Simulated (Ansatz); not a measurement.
# AlB₂H₅O: basis-set convergence

How large a basis does AlB₂H₅O need? Two functionals are run in growing sets.

Method: one geometry, several basis sets; program: Ansatz 0.2.0, Gaussian basis.

Levels to be run: PBE0-D4/def2-SVP; ωB97M-V/def2-SVP; PBE0-D4/def2-QZVPP; ωB97M-V/def2-QZVPP; the functionals' def2-TZVPP values are taken from earlier runs.

### Step 1. The relaxed structure

All runs share one geometry, relaxed beforehand with PBE0-D4 in a triple-zeta def2 set.

9 atoms, charge 0, spin multiplicity 1.

Atoms are counted from 1 here; the program's logs count them from 0.

Bond lengths: B1–B2 1.674 Å, B1–H5 1.200 Å, B1–H6 1.201 Å, B2–O3 1.342 Å, B2–H7 1.218 Å, O3–Al4 1.683 Å, Al4–H8 1.577 Å, Al4–H9 1.577 Å. Angles: B2–B1–H5 122.1°, B2–B1–H6 122.1°, H5–B1–H6 115.7°, B1–B2–O3 125.8°, B1–B2–H7 116.6°, O3–B2–H7 117.6°, B2–O3–Al4 177.5°, O3–Al4–H8 117.2°, O3–Al4–H9 117.2°, H8–Al4–H9 125.6°.

### Step 2. PBE0-D4 in def2-SVP

in.yaml reads:

```yaml
crystal:
  periodic: [false, false, false]
  atoms:
    - {symbol: B, position_ang: [-1.005165, 1.769699, -0.112507]}
    - {symbol: B, position_ang: [0.381238, 0.848403, 0.068104]}
    - {symbol: O, position_ang: [0.440553, -0.491870, 0.047324]}
    - {symbol: Al, position_ang: [0.586139, -2.168223, 0.037333]}
    - {symbol: H, position_ang: [-1.364392, 2.178525, -1.182559]}
    - {symbol: H, position_ang: [-1.655431, 2.133873, 0.828661]}
    - {symbol: H, position_ang: [1.423590, 1.457255, 0.232726]}
    - {symbol: H, position_ang: [0.843364, -2.861144, -1.355545]}
    - {symbol: H, position_ang: [0.438602, -2.912818, 1.419464]}
basis:
  gaussian: {orbitals: def2-SVP}
hamiltonian: {xc: pbe0, dispersion: d4}
output: {orbitals: {seedname: orbitals}}
```

Started as:

```bash
> ansatz run in.yaml --threads 2 --pin off --events-out ev --progress --plain --max-ram 4352MiB
```

The runs that follow: ωB97M-V in def2-SVP; PBE0-D4 in def2-QZVPP; ωB97M-V in def2-QZVPP.

Before running them: what should the planned runs give, taken together? Wanted: PBE0-D4: double and triple zeta above quadruple; ωB97M-V: double and triple zeta above quadruple.

**Answer**, as computed:

| quantity | value |
| --- | --- |
| PBE0-D4: double and triple zeta above quadruple | 6.76, 0.43 eV |
| ωB97M-V: double and triple zeta above quadruple | 6.91, 0.40 eV |

What this shows: For PBE0-D4 the step from double to triple zeta gains 6.33 eV and the next only 0.43 eV. These are total energies; as a rule much of such shifts cancels in differences, which this series doesn't test.
